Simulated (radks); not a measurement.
# Cd in [Kr] 4d8 5s2 6s2: an all-electron calculation

Wanted: eigenvalues, radial structure and energy terms of neutral cadmium.

Program: radks (a radial shooting solver on a logarithmic mesh, Libxc functionals) version 1. Level of theory: Dirac Kohn-Sham, exchange-only LDA, spin-unpolarised, spherical densities, finite nucleus; open shells are shared between the two j in proportion to 2j + 1. These are calculated values, not measurements, unless marked.

## 1. What is computed

* element: cadmium (Z = 48)
* charge: 0
* electrons: 48
* configuration: [Kr] 4d8 5s2 6s2
* nuclear rms radius: 4.6087 fm

The outer shells:

Cd
```
[Kr] core
4d [↑↓][↑↓][↑↓][↑ ][↑ ]
5s [↑↓]
6s [↑↓]
```

## 2. The calculation

Input:

```text
Z 48
configuration [Kr] 4d8 5s2 6s2
relativity Dirac
functional lda,
spin unpolarised
j_filling average
nucleus finite rms 4.6087 fm
c 137.035999084
```

Q: Predict the outcome of this run.

**Answer**, as computed:

| quantity | value |
| --- | --- |
| total energy | -5584.94793 hartree |
| exchange-correlation share of it | 2.58 % |
| −T/E | 1.0489 |
| highest occupied level | 6s1/2, -1.879 eV |
| most extended occupied level | 6s1/2, <r> = 6.53 bohr |
| radius at density 0.001 e/bohr³ | 5.78 bohr |
| maxima of the radial density | 5 |

What this shows: The radial density shows 5 maxima for 6 occupied principal shells; where shells overlap, one shows as a shoulder or not at all. −T/E is 1.049: with relativity the kinetic term as defined here no longer equals −E. This is not the tabulated ground configuration, so its levels and sizes aren't those of the ground state, and no measured value stands beside it.
